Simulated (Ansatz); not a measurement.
# BiN: the cost of one run

Program: Ansatz 0.2.0. Level of theory: DFT PBEsol, scalar-relativistic, plane waves, PAW. These are calculated values, not measurements.

## (1) The system as given

It takes space group P6_3/mmc (No. 194, hexagonal). The conventional cell has a = 3.489 Å, b = 3.489 Å, c = 6.351 Å, α = 90.00°, β = 90.00°, γ = 120.00°. Around Bi (site symmetry -3m) lie 6 N at 2.57 Å. Around N (site symmetry -6m2) lie 6 Bi at 2.57 Å.

Coordinates:

```cif
data_structure
_symmetry_space_group_name_H-M 'P6_3/mmc'
_symmetry_Int_Tables_number 194
_cell_length_a 3.4893
_cell_length_b 3.4893
_cell_length_c 6.3512
_cell_angle_alpha 90.000
_cell_angle_beta 90.000
_cell_angle_gamma 120.000
_cell_volume 66.97
loop_
_atom_site_label
_atom_site_type_symbol
_atom_site_symmetry_multiplicity
_atom_site_Wyckoff_symbol
_atom_site_fract_x
_atom_site_fract_y
_atom_site_fract_z
_atom_site_occupancy
Bi1 Bi 2 a 0.00000 0.00000 0.00000 1
N1 N 2 c 0.33333 0.66667 0.25000 1
```

This cell comes from an earlier session at PBEsol: 16.742 Å³/atom at 0.01 GPa, on a 10×10×6 mesh.

The changes: atom 2 (Bi) moved 0.05 Å along x; strain e5 = -0.02, atoms carried along.

## (2) Atom 2 (Bi) moved 0.05 Å along x

Input file input.yaml:

```yaml
crystal:
  lattice:
    - [3.4892826067, 0.0, 0.0]
    - [-1.7446413033, 3.0218073784, 0.0]
    - [0.0, 0.0, 6.3512157958]
  atoms:
    - { symbol: Bi, position: [0.0, 0.0, 0.0] }
    - { symbol: Bi, position: [0.0143295931, 0.0, 0.5] }
    - { symbol: "N", position: [0.3333333333, 0.6666666667, 0.25] }
    - { symbol: "N", position: [0.6666666667, 0.3333333333, 0.75] }
basis:
  ecutwfc: 420
  ecutrho_ratio: 4
kpoints:
  mp_grid: { grid: [10, 10, 6] }
hamiltonian:
  xc: pbesol
scf:
  occupations: { method: gaussian, width: 0.05 }
output:
  forces: true
  stress: true
  eigenvalues: true
```

**Question.** How long does this run take on 4 threads of an Arm CPU, shared host, and how much memory does it need?

About 11 s, with a peak of 0.54 GiB.
